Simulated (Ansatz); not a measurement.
# Ti started on a Si site and an O vacancy in alpha-quartz SiO2, 71 atoms, charge 0

How does the host give way around this defect, what does it cost to form, and which levels does it put into the gap? The levels of theory are PBEsol and r²SCAN.

All numbers are computed with Ansatz 0.2.0 (PAW, plane waves).

### Step 1. The system as built

71 atoms (23 Si, 1 Ti, 47 O); a = 9.902 Å, b = 9.902 Å, c = 10.886 Å, α = 90.00°, β = 90.00°, γ = 120.00°. All atoms were shaken off their sites by about 0.02 Å along each axis. Defect site 1: (0.265, 0.265, 0.500). Defect site 2: (0.206, 0.133, 0.607).

The runs, in order: (2) PBEsol relaxation at the single k point (¼, ¼, ¼), on 1 × NVIDIA H100 80GB HBM3 with 2 threads of AMD EPYC 7R13; (3) r²SCAN single point at the single k point (¼, ¼, ¼), on 1 × NVIDIA H100 80GB HBM3 with 2 threads of AMD EPYC 7R13.

### Step 2. PBEsol relaxation in the fixed cell

Contents of in.yaml:

```yaml
crystal:
  lattice:
    - [9.901639, 0.000000, 0.000000]
    - [-4.950819, 8.575071, 0.000000]
    - [0.000000, 0.000000, 10.885880]
  atoms:
    - { symbol: Si, position: [0.234087, 0.002530, 0.165659] }
    - { symbol: Si, position: [0.234059, 0.001509, 0.666935] }
    - { symbol: Si, position: [0.234192, 0.498690, 0.163328] }
    - { symbol: Si, position: [0.239697, 0.504768, 0.667040] }
    - { symbol: Si, position: [0.732961, 0.997491, 0.166702] }
    - { symbol: Si, position: [0.736767, 0.999211, 0.667042] }
    - { symbol: Si, position: [0.733337, 0.499189, 0.164752] }
    - { symbol: Si, position: [0.735712, 0.498092, 0.665517] }
    - { symbol: Si, position: [0.001197, 0.235253, 0.332159] }
    - { symbol: Si, position: [0.998244, 0.232405, 0.834158] }
    - { symbol: Si, position: [0.996715, 0.735276, 0.335597] }
    - { symbol: Si, position: [0.004136, 0.738240, 0.832929] }
    - { symbol: Si, position: [0.495861, 0.235176, 0.333379] }
    - { symbol: Si, position: [0.496668, 0.233194, 0.833102] }
    - { symbol: Si, position: [0.501308, 0.737090, 0.333297] }
    - { symbol: Si, position: [0.501452, 0.735111, 0.832887] }
    - { symbol: Si, position: [0.264054, 0.262065, 0.997901] }
    - { symbol: Si, position: [0.263212, 0.763552, 0.999858] }
    - { symbol: Si, position: [0.262385, 0.765158, 0.499214] }
    - { symbol: Si, position: [0.768098, 0.269204, 0.001855] }
    - { symbol: Si, position: [0.762578, 0.265679, 0.499032] }
    - { symbol: Si, position: [0.762799, 0.761798, 0.999599] }
    - { symbol: Si, position: [0.762483, 0.765556, 0.495530] }
    - { symbol: Ti, position: [0.267011, 0.266199, 0.500145] }
    - { symbol: O, position: [0.204906, 0.135741, 0.105915] }
    - { symbol: O, position: [0.207035, 0.633300, 0.105554] }
    - { symbol: O, position: [0.209743, 0.634184, 0.606220] }
    - { symbol: O, position: [0.703040, 0.133109, 0.107770] }
    - { symbol: O, position: [0.706072, 0.136353, 0.607803] }
    - { symbol: O, position: [0.706887, 0.634731, 0.107707] }
    - { symbol: O, position: [0.704821, 0.632441, 0.604122] }
    - { symbol: O, position: [0.369110, 0.073703, 0.274418] }
    - { symbol: O, position: [0.364807, 0.072823, 0.774107] }
    - { symbol: O, position: [0.367393, 0.573709, 0.275339] }
    - { symbol: O, position: [0.368690, 0.575229, 0.774143] }
    - { symbol: O, position: [0.863323, 0.072341, 0.268571] }
    - { symbol: O, position: [0.864678, 0.073930, 0.772556] }
    - { symbol: O, position: [0.864688, 0.573940, 0.271937] }
    - { symbol: O, position: [0.866524, 0.571211, 0.775124] }
    - { symbol: O, position: [0.421697, 0.291343, 0.440558] }
    - { symbol: O, position: [0.424699, 0.288802, 0.939590] }
    - { symbol: O, position: [0.427713, 0.792650, 0.439600] }
    - { symbol: O, position: [0.426466, 0.792928, 0.941362] }
    - { symbol: O, position: [0.926377, 0.293050, 0.442227] }
    - { symbol: O, position: [0.925516, 0.292953, 0.939615] }
    - { symbol: O, position: [0.928938, 0.797145, 0.437840] }
    - { symbol: O, position: [0.925586, 0.789586, 0.943034] }
    - { symbol: O, position: [0.134059, 0.208842, 0.392010] }
    - { symbol: O, position: [0.132519, 0.207412, 0.893260] }
    - { symbol: O, position: [0.129996, 0.704840, 0.394070] }
    - { symbol: O, position: [0.134975, 0.708805, 0.887834] }
    - { symbol: O, position: [0.635952, 0.209066, 0.391826] }
    - { symbol: O, position: [0.632771, 0.207832, 0.893284] }
    - { symbol: O, position: [0.631480, 0.705827, 0.392336] }
    - { symbol: O, position: [0.632716, 0.702227, 0.893863] }
    - { symbol: O, position: [0.076359, 0.367594, 0.224707] }
    - { symbol: O, position: [0.072755, 0.366669, 0.723618] }
    - { symbol: O, position: [0.073559, 0.871384, 0.226730] }
    - { symbol: O, position: [0.071021, 0.872977, 0.727293] }
    - { symbol: O, position: [0.570503, 0.364176, 0.223125] }
    - { symbol: O, position: [0.570391, 0.362498, 0.726680] }
    - { symbol: O, position: [0.572372, 0.863711, 0.226022] }
    - { symbol: O, position: [0.572721, 0.866663, 0.725204] }
    - { symbol: O, position: [0.295998, 0.426577, 0.061931] }
    - { symbol: O, position: [0.295963, 0.428225, 0.558739] }
    - { symbol: O, position: [0.293603, 0.923284, 0.060082] }
    - { symbol: O, position: [0.290332, 0.924706, 0.557133] }
    - { symbol: O, position: [0.793933, 0.425317, 0.062619] }
    - { symbol: O, position: [0.794372, 0.426742, 0.557939] }
    - { symbol: O, position: [0.793019, 0.930864, 0.062861] }
    - { symbol: O, position: [0.797441, 0.926999, 0.564439] }
  symmetry: { detect: false }
kpoints:
  mp_grid: { grid: [1, 1, 1], shift: [0.25, 0.25, 0.25] }
hamiltonian:
  xc: pbesol
scf:
  occupations: { method: fermi_dirac, width: 0.01 }
relax:
  f_tol: 0.03
  max_steps: 80
  escape_saddle: false
  adjacent_minimum: "off"
output:
  forces: true
  eigenvalues: true
  populations: true
```

Run with:

```console
ansatz run in.yaml --threads 2 --pin off --max-ram 20900MiB --runs-dir r --events-out ev --progress --plain --backend cuda --devices 0, --max-vram 18GiB
```

The runs that follow: Single point with r²SCAN.

**Question.** What will these runs give? Wanted: for each run, formation energy; host gap; top filled to lowest empty.

The runs gave:

```
             level         time  formation energy (eV)  host gap (eV)  top filled to lowest empty (eV)
PBEsol, relaxation   18 s (GPU)                   5.16           5.75                             2.86
            r²SCAN  8.6 s (GPU)                   5.39           6.52                             3.31
```

| quantity | value |
| --- | --- |
| relaxation | 7 recorded steps, 3.56 eV gained |
| largest shift | 0.45 Å (O65) |

**What this shows.** Relaxation gains 3.56 eV, with shifts up to 0.45 Å (O65). The formation energy goes from 5.16 eV (PBEsol) to 5.39 eV (r²SCAN). The reservoirs are the elements' reference phases; where the defect changes the composition, the value depends on that choice. r²SCAN puts 6 localised levels over 0.1 eV inside the gap, at 1.58 (filled), 4.89 (empty), 4.97 (empty), 5.89 (empty) eV (the lowest four), the tightest of them shared by about 2 atoms. The host's edges were read at Γ, so band-like levels at this k point need not coincide with them. Finite-cell errors of some tenths of an eV remain in such numbers.
